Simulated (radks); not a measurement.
# Excited configurations of Mo⁺

The task here is to estimate one member of a computed series from the others.

Program: radks (a radial shooting solver on a logarithmic mesh, Libxc functionals) version 1. Level of theory: scalar-relativistic Kohn-Sham, PBE, spin-unpolarised, spherical densities, finite nucleus. These are calculated values, not measurements, unless marked.

## The atom as given

| Property | Result |
| --- | --- |
| element | molybdenum (Z = 42) |
| charge | +1 |
| electrons | 41 |
| configuration | [Kr] 4d5 |
| nuclear rms radius | 4.4091 fm |

The outer shells:

Mo⁺
```
[Kr] core
4d [↑ ][↑ ][↑ ][↑ ][↑ ]
```

The first run:

The run's settings:

```text
Z 42
configuration [Kr] 4d5
relativity scalar-relativistic
functional pbe,pbe
spin unpolarised
nucleus finite rms 4.4091 fm
c 137.035999084
```

Steps of the session up to this table: Ground configuration: [Kr] 4d5.

One of the session's tables, all rows but one given; the rest of the session is left out.

It belongs to the step «Ground configuration: [Kr] 4d5». From the orbitals of this run (lengths in bohr):

| level | <r> | outermost maximum (interpolated) | 90 % within | nodes |
| --- | --- | --- | --- | --- |
| 2s | 0.1537 | 0.130 | 0.237 | 1 |
| 2p | 0.1339 | 0.104 | 0.218 | 0 |
| 3s | ? | ? | ? | ? |
| 3p | 0.4306 | 0.377 | 0.651 | 1 |
| 3d | 0.4153 | 0.323 | 0.664 | 0 |
| 4s | 1.109 | 0.990 | 1.62 | 3 |
| 4p | 1.239 | 1.07 | 1.84 | 2 |
| 4d | 1.892 | 1.38 | 3.08 | 1 |

**Question.** Estimate the row for 3s.

As computed: <r>: 0.4289; outermost maximum (interpolated): 0.384; 90 % within: 0.634; nodes: 2. In the column «<r>» it lies between 3d (0.4153) and 3p (0.4306).

Caveats from the session: Spin polarisation and multiplet splitting are left out, so open shells lie too high by an amount that depends on their filling.
